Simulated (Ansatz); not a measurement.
**Ge₂H₆S: a ladder of functionals and wavefunction methods**

One table from this session's results is given with a row withheld; the runs are named, their logs left out.

Method: functionals in def2-TZVPP, the program's frozen cores in correlated methods; program: Ansatz 0.2.0, Gaussian basis.

Levels to be run: LDA (SPW92), PBE-D4, revPBE-D4, BLYP-D4, r2SCAN-D4, B97M-V, PBE0-D4, B3LYP-D4, r2SCANh-D4, r2SCAN0-D4, HSE06-D4, BHLYP-D4, CAM-B3LYP-D4, LC-ωPBE, ωB97X-V, ωB97M-V, B2PLYP, PBE-QIDH; CCSD(T)/def2-SVP; CCSD(T)/def2-TZVPP; MP2/def2-QZVPP; extrapolation to the limit; RPA on PBE.

### Structure used throughout

An earlier PBE0-D4 in a triple-zeta def2 set relaxation fixed the geometry.

SMILES `[GeH3][S][GeH3]`, 9 atoms, charge 0, spin multiplicity 1.

Atoms are counted from 1 here; the program's logs count them from 0.

Bond lengths: Ge1–S2 2.221 Å, Ge1–H4 1.538 Å, Ge1–H5 1.533 Å, Ge1–H6 1.538 Å, S2–Ge3 2.221 Å, Ge3–H7 1.538 Å, Ge3–H8 1.533 Å, Ge3–H9 1.538 Å. Angles: S2–Ge1–H4 109.9°, S2–Ge1–H5 106.0°, S2–Ge1–H6 109.9°, H4–Ge1–H5 110.8°, H4–Ge1–H6 109.5°, H5–Ge1–H6 110.8°, Ge1–S2–Ge3 98.4°, S2–Ge3–H7 109.9°, S2–Ge3–H8 106.0°, S2–Ge3–H9 109.9°, H7–Ge3–H8 110.8°, H7–Ge3–H9 109.5°, H8–Ge3–H9 110.8°.

The first run:

in.yaml reads:

```yaml
crystal:
  periodic: [false, false, false]
  atoms:
    - {symbol: Ge, position_ang: [-0.832203, 0.755761, -1.242996]}
    - {symbol: S, position_ang: [1.255318, 0.669085, -0.488252]}
    - {symbol: Ge, position_ang: [0.927317, -0.725156, 1.209806]}
    - {symbol: H, position_ang: [-1.295809, -0.649276, -1.661945]}
    - {symbol: H, position_ang: [-0.806060, 1.701838, -2.449022]}
    - {symbol: H, position_ang: [-1.763520, 1.296972, -0.145534]}
    - {symbol: H, position_ang: [0.374867, -2.062503, 0.689244]}
    - {symbol: H, position_ang: [2.299049, -0.921807, 1.865493]}
    - {symbol: H, position_ang: [-0.070261, -0.111314, 2.206106]}
basis:
  gaussian: {orbitals: def2-TZVPP}
hamiltonian: {xc: lda}
output: {orbitals: {seedname: orbitals}}
```

Among the steps run: LDA; PBE-D4 (GGA); revPBE-D4 (GGA); BLYP-D4 (GGA); r2SCAN-D4 (meta-GGA); B97M-V (meta-GGA); PBE0-D4 (hybrid); B3LYP-D4 (hybrid); r2SCANh-D4 (hybrid); r2SCAN0-D4 (hybrid); HSE06-D4 (hybrid); BHLYP-D4 (hybrid); CAM-B3LYP-D4 (range-separated); LC-ωPBE-D4 (range-separated; the results give it without D4); ωB97X-V (range-separated); ωB97M-V (range-separated); B2PLYP (double hybrid); PBE-QIDH (double hybrid).

One table of the session follows, with a row left open; its other results are not shown here.

It belongs to the step «Frontier levels by functional». 

| functional | HOMO (eV) | gap (eV) |
| --- | --- | --- |
| LDA (SPW92) | -6.09 | 4.77 |
| PBE-D4 | -6.02 | 4.98 |
| revPBE-D4 | -5.98 | 5.07 |
| BLYP-D4 | ? | ? |
| r2SCAN-D4 | -6.30 | 5.57 |
| B97M-V | -6.45 | 5.68 |
| PBE0-D4 | -7.22 | 7.04 |
| B3LYP-D4 | -6.97 | 6.56 |
| r2SCANh-D4 | -6.74 | 6.30 |
| r2SCAN0-D4 | -7.40 | 7.39 |
| HSE06-D4 | -6.82 | 6.27 |
| BHLYP-D4 | -8.27 | 9.00 |
| CAM-B3LYP-D4 | -8.49 | 9.33 |
| LC-ωPBE | -9.87 | 11.90 |
| ωB97X-V | -9.54 | 11.41 |
| ωB97M-V | -9.37 | 11.00 |

**Question.** Estimate the row for BLYP-D4.

Worked estimate for «HOMO (eV)». Against the share of exact exchange, B3LYP-D4 (0.2, -6.97), BHLYP-D4 (0.5, -8.27) give a slope of -4.33 per unit share; at 0 the line stands at -6.10.

**Answer.** HOMO (eV): -5.86; gap (eV): 4.92. In «HOMO (eV)» the line misses by -0.24.
